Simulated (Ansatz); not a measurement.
# Cd2TeO3: the cost of one run

Computed with Ansatz 0.2.0 (DFT PBE, scalar-relativistic, plane waves, PAW, unless a step's input says otherwise).

**1. The system as given**

It takes space group P6/mmm (No. 191, hexagonal). Conventional cell: a = 5.747 Å, b = 5.747 Å, c = 3.200 Å, α = 90.00°, β = 90.00°, γ = 120.00°. Around Cd (site symmetry -6m2) lie 6 O at 2.30 Å. Te (site symmetry 6/mmm) has 6 O at 2.87 Å and 2 Te at 3.20 Å as nearest neighbours. Around O (site symmetry mmm) lie 4 Cd at 2.30 Å.

Structure file:

```
Cd Te O
1.0
     5.74655    0.00000    0.00000
    -2.87327    4.97666    0.00000
     0.00000    0.00000    3.19975
Cd Te O
2 1 3
Direct
  0.33333 0.66667 0.50000
  0.66667 0.33333 0.50000
  0.00000 0.00000 0.00000
  0.50000 0.00000 0.00000
  0.00000 0.50000 0.00000
  0.50000 0.50000 0.00000
```

It is the end of an earlier relaxation with the same method, from a generated guess; it is a trial structure. At a tolerance of 0.05 Å it has space group P6/mmm (No. 191); it has 15.25 Å³/atom, an uncorrected energy of -0.44 eV/atom over the elements.

**2. Electronic structure at the relaxed geometry**

The input, input.yaml:

```yaml
crystal:
  lattice:
    - [5.7465467064, 0.0, 0.0]
    - [-2.8732733532, 4.9766554318, 0.0]
    - [0.0, 0.0, 3.199749274]
  atoms:
    - { symbol: Cd, position: [0.3333333333, 0.6666666667, 0.5] }
    - { symbol: Cd, position: [0.6666666667, 0.3333333333, 0.5] }
    - { symbol: Te, position: [0.0, 0.0, 0.0] }
    - { symbol: O, position: [0.5, 0.0, 0.0] }
    - { symbol: O, position: [0.0, 0.5, 0.0] }
    - { symbol: O, position: [0.5, 0.5, 0.0] }
basis:
  ecutwfc: 420
kpoints:
  mp_grid: { grid: [12, 12, 12] }
  band_path:
    path:
      - [[0.0, 0.0, 0.0], [0.5, 0.0, 0.0], [0.33333333, 0.33333333, 0.0], [0.0, 0.0, 0.0], [0.0, 0.0, 0.5], [0.5, 0.0, 0.5], [0.33333333, 0.33333333, 0.5], [0.0, 0.0, 0.5]]
      - [[0.5, 0.0, 0.5], [0.5, 0.0, 0.0]]
      - [[0.33333333, 0.33333333, 0.5], [0.33333333, 0.33333333, 0.0]]
    npoints: 14
hamiltonian:
  xc: pbe
scf:
  occupations: { method: gaussian, width: 0.1 }
  n_extra_bands: 15
output:
  forces: true
  stress: true
  eigenvalues: true
  populations: true
  dos: { projected: true, de: 0.02, nscf_kmesh: { grid: [15, 15, 15] } }
  bader: true
  write_density: true
  write_potential: true
  elf: true
  volumetric_format: npy
```

The run is started by

```sh
$ ansatz run input.yaml --threads 1 --pin off --max-ram 2560MiB --backend cpu --events-out ev --progress --plain --runs-dir out
```

**Question.** How long does this run take on 1 thread of Intel Xeon at 2.70GHz, shared host, and how much memory does it need?

About 2 min, with a peak of 0.91 GiB.
